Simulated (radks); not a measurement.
**Taking charge from the 4d level of Tc in fractions**

What happens to E and to the 4d eigenvalue of Tc when a fraction of an electron is removed? The exact functional would give straight lines between whole numbers for a frontier level.

Method: scalar-relativistic Kohn-Sham, PBE, spin-polarised, spherical densities, finite nucleus. Code: radks (a radial shooting solver on a logarithmic mesh, Libxc functionals) version 1.

## Step 1: The system

| Property | Result |
| --- | --- |
| element | technetium (Z = 43) |
| charge | 0 |
| electrons | 43 |
| configuration | [Kr] 4d(up 5, down 0) 5s2 |
| nuclear rms radius | 4.4112 fm |

A shell typed twice in an input gives spin up, then spin down.

## Step 2: Start: [Kr] 4d(up 5, down 0) 5s2

The run's settings:

```text
Z 43
configuration [Kr] 4d5 4d0 5s2
relativity scalar-relativistic
functional pbe,pbe
spin polarised
nucleus finite rms 4.4112 fm
c 137.035999084
```

## Step 3: 0.1 electron removed from 4d

The run's settings:

```text
Z 43
configuration [Kr] 4d4.9 4d0 5s2
relativity scalar-relativistic
functional pbe,pbe
spin polarised
nucleus finite rms 4.4112 fm
c 137.035999084
```

## Step 4: 0.2 electron removed from 4d

The run's settings:

```text
Z 43
configuration [Kr] 4d4.8 4d0 5s2
relativity scalar-relativistic
functional pbe,pbe
spin polarised
nucleus finite rms 4.4112 fm
c 137.035999084
```

## Step 5: 0.3 electron removed from 4d

The run's settings:

```text
Z 43
configuration [Kr] 4d4.7 4d0 5s2
relativity scalar-relativistic
functional pbe,pbe
spin polarised
nucleus finite rms 4.4112 fm
c 137.035999084
```

## Step 6: 0.4 electron removed from 4d

The run's settings:

```text
Z 43
configuration [Kr] 4d4.6 4d0 5s2
relativity scalar-relativistic
functional pbe,pbe
spin polarised
nucleus finite rms 4.4112 fm
c 137.035999084
```

## Step 7: 0.5 electron removed from 4d

The run's settings:

```text
Z 43
configuration [Kr] 4d4.5 4d0 5s2
relativity scalar-relativistic
functional pbe,pbe
spin polarised
nucleus finite rms 4.4112 fm
c 137.035999084
```

## Step 8: 0.6 electron removed from 4d

The run's settings:

```text
Z 43
configuration [Kr] 4d4.4 4d0 5s2
relativity scalar-relativistic
functional pbe,pbe
spin polarised
nucleus finite rms 4.4112 fm
c 137.035999084
```

## Step 9: 0.7 electron removed from 4d

The run's settings:

```text
Z 43
configuration [Kr] 4d4.3 4d0 5s2
relativity scalar-relativistic
functional pbe,pbe
spin polarised
nucleus finite rms 4.4112 fm
c 137.035999084
```

## Step 10: 0.8 electron removed from 4d

The run's settings:

```text
Z 43
configuration [Kr] 4d4.2 4d0 5s2
relativity scalar-relativistic
functional pbe,pbe
spin polarised
nucleus finite rms 4.4112 fm
c 137.035999084
```

## Step 11: 0.9 electron removed from 4d

The run's settings:

```text
Z 43
configuration [Kr] 4d4.1 4d0 5s2
relativity scalar-relativistic
functional pbe,pbe
spin polarised
nucleus finite rms 4.4112 fm
c 137.035999084
```

## Step 12: 1 electron removed from 4d

The run's settings:

```text
Z 43
configuration [Kr] 4d4 4d0 5s2
relativity scalar-relativistic
functional pbe,pbe
spin polarised
nucleus finite rms 4.4112 fm
c 137.035999084
```

**Question.** What will these runs give? Wanted: for each run, removed; E − E(0); eigenvalue; E minus straight line.

As calculated:

```
removed (e)  E − E(0) (eV)  eigenvalue (eV)  E minus straight line (eV)
          0          0.000           -7.827                       0.000
        0.1          0.829           -8.763                      -0.451
        0.2          1.753           -9.721                      -0.808
        0.3          2.774          -10.702                      -1.067
        0.4          3.895          -11.703                      -1.228
        0.5          5.116          -12.725                      -1.287
        0.6          6.440          -13.766                      -1.243
        0.7          7.870          -14.825                      -1.094
        0.8          9.406          -15.903                      -0.839
        0.9         11.051          -16.997                      -0.475
          1         12.806          -18.108                       0.000
```

**Reading.** Removing the whole electron costs 12.806 eV, against 7.827 eV from minus the starting eigenvalue. Slater's transition state, half an electron removed, gives 12.725 eV. The trapezoid integral of minus the eigenvalue gives 12.807 eV over the range, against 12.806 eV from the energies (Janak's theorem; approximate here, since the scalar-relativistic density holds large components alone). The eigenvalue moves by 10.3 eV per electron. E bends below the straight line by 1.29 eV at 0.5 electron removed.
